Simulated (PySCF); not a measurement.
**CH5In (SMILES [CH3][InH2]): CCSD/ccECP-cc-pVDZ (core potential)**

What is the energy difference between two shapes of CH5In at CCSD/ccECP-cc-pVDZ (core potential)? 

The calculation is run with PySCF 2.14.0.

10 further runs of the same task are left out: 5 for a known fault of the program, 3 that didn't finish, 2 set aside as unsound or not needed.

### Step 1. The molecule

CH5In has 7 atoms, charge 0, and is taken as a singlet. SMILES: `[CH3][InH2]`. Geometry: relaxed at PBE0-D4/def2-TZVP.

Bond lengths: C1–In2 2.153 Å, C1–H3 1.090 Å, C1–H4 1.093 Å, C1–H5 1.091 Å, In2–H6 1.730 Å, In2–H7 1.731 Å. Angles: C1–In2–H6 120.8°, C1–In2–H7 120.0°, In2–C1–H3 111.6°, In2–C1–H4 109.1°, In2–C1–H5 110.7°, H6–In2–H7 119.3°, H3–C1–H4 108.3°, H3–C1–H5 109.4°, H4–C1–H5 107.6°.

### Step 2. A single-point energy at CCSD/ccECP-cc-pVDZ (core potential)

The input, calc.py:

```python
from pyscf import gto, scf, cc

mol = gto.Mole()
mol.atom = '''
C       -0.528500      -0.700600      -0.498600
In       0.594300       0.783800       0.584000
H       -1.415600      -1.012400       0.052500
H       -0.848300      -0.280000      -1.455900
H        0.091200      -1.573000      -0.712000
H       -0.133500       1.677000       1.874900
H        2.240400       1.105200       0.155100
'''
mol.spin = 0
mol.ecp = {'C': 'ccecp', 'In': 'ccecp', 'H': 'ccecp'}
mol.basis = 'ccecp-cc-pvdz'
mol.max_memory = 1860
mol.verbose = 4
mol.build()

mf = scf.RHF(mol)
mf.kernel()

mycc = cc.CCSD(mf)
mycc.kernel()
etot = mycc.e_tot
print('E(%s) = %.9f' % ('CCSD', etot))
```

Run with:

```console
$ OMP_NUM_THREADS=1 python calc.py
```

What it wrote:

```text
PySCF version 2.14.0

[INPUT] num. atoms = 7
[INPUT] num. electrons = 12
[INPUT] charge = 0
[INPUT] spin (= nelec alpha-beta = 2S) = 0
[INPUT] symmetry False subgroup None
[INPUT] Mole.unit = angstrom
[INPUT] Symbol           X                Y                Z      unit          X                Y                Z       unit  Magmom
[INPUT]  1 C     -0.528500000000  -0.700600000000  -0.498600000000 AA   -0.998720256833  -1.323942122870  -0.942217445708 Bohr   0.0
[INPUT]  2 In     0.594300000000   0.783800000000   0.584000000000 AA    1.123064235829   1.481167336434   1.103600056746 Bohr   0.0
[INPUT]  3 H     -1.415600000000  -1.012400000000   0.052500000000 AA   -2.675096301934  -1.913158728510   0.099210621540 Bohr   0.0
[INPUT]  4 H     -0.848300000000  -0.280000000000  -1.455900000000 AA   -1.603054671469  -0.529123314878  -2.751252264754 Bohr   0.0
[INPUT]  5 H      0.091200000000  -1.573000000000  -0.712000000000 AA    0.172343022560  -2.972539193941  -1.345485000690 Bohr   0.0
[INPUT]  6 H     -0.133500000000   1.677000000000   1.874900000000 AA   -0.252278437629   3.169070710896   3.543047510947 Bohr   0.0
[INPUT]  7 H      2.240400000000   1.105200000000   0.155100000000 AA    4.233742409476   2.088525312869   0.293096521920 Bohr   0.0

nuclear repulsion = 15.5007966654662
number of shells = 25
number of NR pGTOs = 154
number of NR cGTOs = 51
basis = ccecp-cc-pvdz
ecp = {'C': 'ccecp', 'In': 'ccecp', 'H': 'ccecp'}

******** <class 'pyscf.scf.hf.RHF'> ********
method = RHF
initial guess = minao
damping factor = 0
level_shift factor = 0
DIIS = <class 'pyscf.scf.diis.CDIIS'>
diis_start_cycle = 1
diis_space = 8
diis_damp = 0
SCF conv_tol = 1e-09
SCF conv_tol_grad = None
SCF max_cycles = 50
direct_scf = True
direct_scf_tol = 1e-13
Set gradient conv threshold to 3.16228e-05
Initial guess from minao.
init E= -9.62939621439916
  HOMO = -0.308436150011995  LUMO = -0.0107156065541105  gap/eV = 8.10139
cycle= 1 E= -10.1978940590504  delta_E= -0.568  |g|= 0.23  |ddm|= 3.92
  HOMO = -0.351555140878166  LUMO = 0.0342819918461348  gap/eV = 10.49916
cycle= 2 E= -10.2171461846961  delta_E= -0.0193  |g|= 0.0809  |ddm|= 0.75
  HOMO = -0.377013502281857  LUMO = 0.0366174302733998  gap/eV = 11.25547
cycle= 3 E= -10.2193608630114  delta_E= -0.00221  |g|= 0.0241  |ddm|= 0.204
  HOMO = -0.370617861322736  LUMO = 0.0386776059908523  gap/eV = 11.13750
cycle= 4 E= -10.2196291669723  delta_E= -0.000268  |g|= 0.00251  |ddm|= 0.0811
  HOMO = -0.370791945736667  LUMO = 0.0386132971035279  gap/eV = 11.14048
cycle= 5 E= -10.2196338942327  delta_E= -4.73e-06  |g|= 0.000497  |ddm|= 0.0096
  HOMO = -0.370834316466294  LUMO = 0.0386217836565875  gap/eV = 11.14187
cycle= 6 E= -10.219634112884  delta_E= -2.19e-07  |g|= 0.0001  |ddm|= 0.00212
  HOMO = -0.370802780277399  LUMO = 0.0386367527835174  gap/eV = 11.14142
cycle= 7 E= -10.2196341231923  delta_E= -1.03e-08  |g|= 2.12e-05  |ddm|= 0.000505
  HOMO = -0.370799055351232  LUMO = 0.0386365522441235  gap/eV = 11.14131
cycle= 8 E= -10.2196341236058  delta_E= -4.13e-10  |g|= 3.22e-06  |ddm|= 0.000123
  HOMO = -0.370799264498869  LUMO = 0.038636869566693  gap/eV = 11.14132
Extra cycle  E= -10.2196341236135  delta_E= -7.73e-12  |g|= 1.21e-06  |ddm|= 1.27e-05
converged SCF energy = -10.2196341236135

******** <class 'pyscf.cc.ccsd.CCSD'> ********
CC2 = 0
CCSD nocc = 6, nmo = 51
max_cycle = 50
direct = 0
conv_tol = 1e-07
conv_tol_normt = 1e-05
diis_space = 6
diis_start_cycle = 0
diis_start_energy_diff = 1e+09
Init t2, MP2 energy = -10.4319354743736  E_corr(MP2) -0.212301350760044
Init E_corr(CCSD) = -0.212301350760854
cycle = 1  E_corr(CCSD) = -0.237215469530113  dE = -0.0249141188  norm(t1,t2) = 0.0425482
cycle = 2  E_corr(CCSD) = -0.243994522657472  dE = -0.00677905313  norm(t1,t2) = 0.0145419
cycle = 3  E_corr(CCSD) = -0.246957220027141  dE = -0.00296269737  norm(t1,t2) = 0.00595273
cycle = 4  E_corr(CCSD) = -0.247086830978986  dE = -0.000129610952  norm(t1,t2) = 0.00115354
cycle = 5  E_corr(CCSD) = -0.247019422627559  dE = 6.74083514e-05  norm(t1,t2) = 0.000427861
cycle = 6  E_corr(CCSD) = -0.247016584734827  dE = 2.83789273e-06  norm(t1,t2) = 9.59696e-05
cycle = 7  E_corr(CCSD) = -0.247019345773194  dE = -2.76103837e-06  norm(t1,t2) = 3.12489e-05
cycle = 8  E_corr(CCSD) = -0.247019210645503  dE = 1.35127691e-07  norm(t1,t2) = 8.20743e-06
cycle = 9  E_corr(CCSD) = -0.247019020305954  dE = 1.90339549e-07  norm(t1,t2) = 2.88819e-06
cycle = 10  E_corr(CCSD) = -0.247018966853033  dE = 5.34529215e-08  norm(t1,t2) = 7.38222e-07
CCSD converged
E(CCSD) = -10.46665309046655  E_corr = -0.2470189668530325
E(CCSD) = -10.466653090
```

It took 2.1 s on 1 thread of Intel Xeon 6975P-C (Granite Rapids), shared host; peak memory 0.14 GiB.

### Step 3. The distorted shape, same level

The input, job.py:

```python
from pyscf import gto, scf, cc

system = gto.Mole()
system.atom = '''
C     -0.518441    -0.686797    -0.548347
In     0.599909     0.872820     0.615890
H     -1.345334    -0.976170     0.030858
H     -0.890502    -0.278709    -1.559528
H      0.103451    -1.607187    -0.658472
H     -0.118824     1.675758     1.897914
H      2.339476     1.086041     0.044689
'''
system.ecp = {'C': 'ccecp', 'In': 'ccecp', 'H': 'ccecp'}
system.verbose = 4
system.charge = 0
system.max_memory = 1860
system.basis = 'ccecp-cc-pvdz'
system.build()

mf = scf.RHF(system)
mf.kernel()

mycc = cc.CCSD(mf)
mycc.kernel()
etot = mycc.e_tot
print('E(%s) = %.9f' % ('CCSD', etot))
```

Run with:

```console
$ OMP_NUM_THREADS=1 python job.py
```

What it wrote:

```text
PySCF version 2.14.0

[INPUT] num. atoms = 7
[INPUT] num. electrons = 12
[INPUT] charge = 0
[INPUT] spin (= nelec alpha-beta = 2S) = 0
[INPUT] symmetry False subgroup None
[INPUT] Mole.unit = angstrom
[INPUT] Symbol           X                Y                Z      unit          X                Y                Z       unit  Magmom
[INPUT]  1 C     -0.518441000000  -0.686797000000  -0.548347000000 AA   -0.979711501746  -1.297858233173  -1.036225651227 Bohr   0.0
[INPUT]  2 In     0.599909000000   0.872820000000   0.615890000000 AA    1.133663709662   1.649390756043   1.163863422858 Bohr   0.0
[INPUT]  3 H     -1.345334000000  -0.976170000000   0.030858000000 AA   -2.542312806066  -1.844693951017   0.058313168752 Bohr   0.0
[INPUT]  4 H     -0.890502000000  -0.278709000000  -1.559528000000 AA   -1.682804893377  -0.526683678451  -2.947080803591 Bohr   0.0
[INPUT]  5 H      0.103451000000  -1.607187000000  -0.658472000000 AA    0.195494057312  -3.037143260961  -1.244331740695 Bohr   0.0
[INPUT]  6 H     -0.118824000000   1.675758000000   1.897914000000 AA   -0.224544817025   3.166723671049   3.586537667978 Bohr   0.0
[INPUT]  7 H      2.339476000000   1.086041000000   0.044689000000 AA    4.420968914993   2.052320050049   0.084449970781 Bohr   0.0

nuclear repulsion = 15.1872397239437
number of shells = 25
number of NR pGTOs = 154
number of NR cGTOs = 51
basis = ccecp-cc-pvdz
ecp = {'C': 'ccecp', 'In': 'ccecp', 'H': 'ccecp'}

******** <class 'pyscf.scf.hf.RHF'> ********
method = RHF
initial guess = minao
damping factor = 0
level_shift factor = 0
DIIS = <class 'pyscf.scf.diis.CDIIS'>
diis_start_cycle = 1
diis_space = 8
diis_damp = 0
SCF conv_tol = 1e-09
SCF conv_tol_grad = None
SCF max_cycles = 50
direct_scf = True
direct_scf_tol = 1e-13
Set gradient conv threshold to 3.16228e-05
Initial guess from minao.
init E= -9.57550583452618
  HOMO = -0.290202463283277  LUMO = -0.011602356454633  gap/eV = 7.58110
cycle= 1 E= -10.1853096834552  delta_E= -0.61  |g|= 0.235  |ddm|= 3.81
  HOMO = -0.334007453328022  LUMO = 0.028887757991766  gap/eV = 9.87488
cycle= 2 E= -10.2064674141447  delta_E= -0.0212  |g|= 0.089  |ddm|= 0.763
  HOMO = -0.360874074183099  LUMO = 0.0324713906643084  gap/eV = 10.70348
cycle= 3 E= -10.2091384375033  delta_E= -0.00267  |g|= 0.0254  |ddm|= 0.214
  HOMO = -0.355127162630304  LUMO = 0.0350061737439504  gap/eV = 10.61607
cycle= 4 E= -10.2094644420597  delta_E= -0.000326  |g|= 0.00279  |ddm|= 0.0894
  HOMO = -0.355105383871109  LUMO = 0.0349316876408509  gap/eV = 10.61345
cycle= 5 E= -10.2094709361163  delta_E= -6.49e-06  |g|= 0.000662  |ddm|= 0.0114
  HOMO = -0.355175864895172  LUMO = 0.0349666047353652  gap/eV = 10.61632
cycle= 6 E= -10.2094713405361  delta_E= -4.04e-07  |g|= 0.00014  |ddm|= 0.0029
  HOMO = -0.355137649871134  LUMO = 0.0349890486166698  gap/eV = 10.61589
cycle= 7 E= -10.2094713617316  delta_E= -2.12e-08  |g|= 2.6e-05  |ddm|= 0.000748
  HOMO = -0.355131398824  LUMO = 0.0349888060456166  gap/eV = 10.61571
cycle= 8 E= -10.2094713623566  delta_E= -6.25e-10  |g|= 4.26e-06  |ddm|= 0.000148
  HOMO = -0.355131680120595  LUMO = 0.0349891568702388  gap/eV = 10.61573
Extra cycle  E= -10.2094713623694  delta_E= -1.28e-11  |g|= 1.58e-06  |ddm|= 1.62e-05
converged SCF energy = -10.2094713623694

******** <class 'pyscf.cc.ccsd.CCSD'> ********
CC2 = 0
CCSD nocc = 6, nmo = 51
max_cycle = 50
direct = 0
conv_tol = 1e-07
conv_tol_normt = 1e-05
diis_space = 6
diis_start_cycle = 0
diis_start_energy_diff = 1e+09
Init t2, MP2 energy = -10.4229637686791  E_corr(MP2) -0.213492406309617
Init E_corr(CCSD) = -0.213492406310931
cycle = 1  E_corr(CCSD) = -0.238595670054372  dE = -0.0251032637  norm(t1,t2) = 0.0442272
cycle = 2  E_corr(CCSD) = -0.245685434364789  dE = -0.00708976431  norm(t1,t2) = 0.0155993
cycle = 3  E_corr(CCSD) = -0.24890385845902  dE = -0.00321842409  norm(t1,t2) = 0.00657116
cycle = 4  E_corr(CCSD) = -0.249060396560441  dE = -0.000156538101  norm(t1,t2) = 0.0013071
cycle = 5  E_corr(CCSD) = -0.248981975161647  dE = 7.84213988e-05  norm(t1,t2) = 0.000492865
cycle = 6  E_corr(CCSD) = -0.248978770766168  dE = 3.20439548e-06  norm(t1,t2) = 0.000118029
cycle = 7  E_corr(CCSD) = -0.248982404599151  dE = -3.63383298e-06  norm(t1,t2) = 4.03014e-05
cycle = 8  E_corr(CCSD) = -0.248982262509354  dE = 1.42089797e-07  norm(t1,t2) = 1.06122e-05
cycle = 9  E_corr(CCSD) = -0.248982023190366  dE = 2.39318988e-07  norm(t1,t2) = 3.99608e-06
cycle = 10  E_corr(CCSD) = -0.24898195764817  dE = 6.55421964e-08  norm(t1,t2) = 1.25929e-06
CCSD converged
E(CCSD) = -10.45845332001762  E_corr = -0.2489819576481699
E(CCSD) = -10.458453320
```

Run time: 2.1 s. Hardware: 1 thread of Intel Xeon 6975P-C (Granite Rapids), shared host; peak memory 0.15 GiB.

### Step 4. What came out

At CCSD/ccECP-cc-pVDZ (core potential):

| quantity | value |
| --- | --- |
| first shape: total energy | -10.46665 Eh |
| first shape: dipole moment (Hartree–Fock density) | 0.43 D |
| first shape: HOMO energy (Hartree–Fock orbitals) | -10.09 eV |
| first shape: LUMO energy (Hartree–Fock orbitals) | 1.05 eV |
| first shape: HOMO–LUMO gap (Hartree–Fock orbitals) | 11.14 eV |
| first shape: correlation energy | -247.0 mEh |
| first shape: T1 diagnostic | 0.008 |
| distorted shape: total energy | -10.45845 Eh |
| distorted shape: dipole moment (Hartree–Fock density) | 0.79 D |
| distorted shape: HOMO energy (Hartree–Fock orbitals) | -9.66 eV |
| distorted shape: LUMO energy (Hartree–Fock orbitals) | 0.95 eV |
| distorted shape: HOMO–LUMO gap (Hartree–Fock orbitals) | 10.62 eV |
| distorted shape: correlation energy | -249.0 mEh |
| distorted shape: T1 diagnostic | 0.009 |
| energy change with the atoms displaced | 0.223 eV |

**Reading.** With the atoms displaced the energy rises by 0.22 eV (21.5 kJ/mol). The first shape isn't relaxed at this level, so the change isn't measured from a minimum. Mulliken charges (first shape) of the mean-field density run from -0.22 on C1 to +0.36 on In2; they depend strongly on the basis.
